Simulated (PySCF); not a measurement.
# BSe: changing the method

Aim: see what other levels and later steps give for BSe.

Program: PySCF 2.14.0. Level of theory: method and basis as typed in the scripts. These are calculated values, not measurements.

3 further runs of the same task are left out: 3 that didn't finish.

## Step 1: Where the work starts

BSe: 2 atoms, charge 0, spin multiplicity 2.

Bond lengths: B1–Se2 2.219 Å.

## Step 2: The base run

The input, input.py:

```python
from pyscf import gto, dft

mol = gto.M(
    atom='B 0 0 0; Se 0 0 2.219',
    basis='6-31g',
    charge=0,
    spin=1,
    symmetry=True,
    verbose=4,
)
mf = dft.UKS(mol, xc='lc_wpbe')
mf.kernel()
mf.dip_moment()
print('orbital energies (hartree):', [e[max(0, n-3):n+3].round(4) for e, n in zip(mf.mo_energy, mol.nelec)])
```

The run is started by

```bash
> OMP_NUM_THREADS=1 python input.py
```

## Step 3: Pbe0

Run 1 changes functional: lc_wpbe → pbe0.

input.py: that of step 2 with these lines changed.

```diff
@@ -10,3 +10,3 @@
 )
-mf = dft.UKS(mol, xc='lc_wpbe')
+mf = dft.UKS(mol, xc='pbe0')
 mf.kernel()
```

## Step 4: Lda,vwn

Run 2 changes functional: lc_wpbe → lda,vwn.

input.py: that of step 2 with these lines changed.

```diff
@@ -10,3 +10,3 @@
 )
-mf = dft.UKS(mol, xc='lc_wpbe')
+mf = dft.UKS(mol, xc='lda,vwn')
 mf.kernel()
```

## Step 5: R2scan

Run 3 changes functional: lc_wpbe → r2scan.

input.py: that of step 2 with these lines changed.

```diff
@@ -10,3 +10,3 @@
 )
-mf = dft.UKS(mol, xc='lc_wpbe')
+mf = dft.UKS(mol, xc='r2scan')
 mf.kernel()
```

## Step 6: Gradient

Run 4 changes step after the SCF: none → gradient.

input.py: that of step 2 with these lines changed.

```diff
@@ -12,2 +12,5 @@
 mf.kernel()
+g = mf.nuc_grad_method()
+g.grid_response = True
+g.kernel()
 mf.dip_moment()
```

## Step 7: B3lyp5

Run 5 changes functional: lc_wpbe → b3lyp5.

input.py: that of step 2 with these lines changed.

```diff
@@ -10,3 +10,3 @@
 )
-mf = dft.UKS(mol, xc='lc_wpbe')
+mf = dft.UKS(mol, xc='b3lyp5')
 mf.kernel()
```

Before running it: what results should come out? Wanted: for each run, E(SCF); from base; gap, α spin; SCF dipole.

**Answer**, as computed:

| run | E(SCF) (hartree) | from base (eV) | cycles | gap, α spin (eV) | SCF dipole (D) |
| --- | --- | --- | --- | --- | --- |
| base | -2425.500538 | 0 | 14 | 8.85 | 2.39 |
| pbe0 | -2425.568313 | not comparable | 13 | 4.32 | 1.88 |
| lda,vwn | -2422.188698 | not comparable | 13 | 2.58 | 1.48 |
| r2scan | -2425.851633 | not comparable | 12 | 2.77 | 1.78 |
| gradient | -2425.500538 | 0.0000 | 14 | 8.85 | 2.39 |
| b3lyp5 | -2425.776010 | not comparable | 12 | 4.00 | 1.76 |

The α-spin gap between the frontier levels is 2.6 eV with lda,vwn (0 % exact exchange) and 4.3 eV with pbe0 (25 %): exact exchange opens it. A lower total energy from another functional means nothing by itself.
